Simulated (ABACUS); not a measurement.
## HPbNO4 in ABACUS: the effect of functional

HPbNO4:

```
CELL_PARAMETERS angstrom
4.92453 0.00000 0.00000
0.00000 5.59720 0.00000
0.00000 0.00000 7.24347
ATOMIC_POSITIONS crystal
H 0.00000 0.50000 0.19317
H 0.50000 0.00000 0.80683
Pb 0.50000 0.50000 0.95257
Pb 0.00000 0.00000 0.04743
N 0.00000 0.00000 0.63654
N 0.50000 0.50000 0.36346
O 0.00000 0.50000 0.05860
O 0.50000 0.00000 0.94140
O 0.00000 0.19569 0.72995
O 0.00000 0.80431 0.72995
O 0.00000 0.00000 0.46750
O 0.50000 0.69569 0.27005
O 0.50000 0.30431 0.27005
O 0.50000 0.50000 0.53250
```

The cell was built by a generator and needn't be a form met in nature.

Alike in all runs:

| Item | Value |
| --- | --- |
| Program | ABACUS 3.10.1 |
| Task | equation of state |
| Potentials or basis | SG15 ONCV 1.2 PBE |
| Cutoff | 1361 eV |
| Density cutoff | 5442 eV |
| Basis | DZP LCAO (the cutoffs set its grid) |
| k mesh | 4 × 4 × 3 |
| Occupations | fermi-dirac, width 0.05 eV |
| Spin | no spin polarisation |

Task: One run gave: V0 of scaled cells 14.50 Å³/atom; B0 92 GPa. Which functional did it use?
A. LDA
B. PBEsol
C. r2SCAN
D. PBE
E. SOGGA

Result: B.

| functional | V0 of scaled cells (Å³/atom) | B0 (GPa) |
| --- | --- | --- |
| LDA | 14.22 | 97 |
| PBE | 14.85 | 86 |
| PBEsol | 14.50 | 92 |
| SOGGA | 14.43 | 93 |
| WC | 14.52 | 90 |
| r2SCAN | 14.29 | 94 |

Caveats: the atomic orbitals were generated for these runs and aren't a published set; the cell was scaled at fixed shape and fractional positions, which overstates the stiffness of a crystal with free parameters, most of all of layers and chains; the basis of atomic orbitals isn't converged, which shifts pressures, moduli and gaps; the potentials were made for another functional, which shifts forces and pressure (some runs).
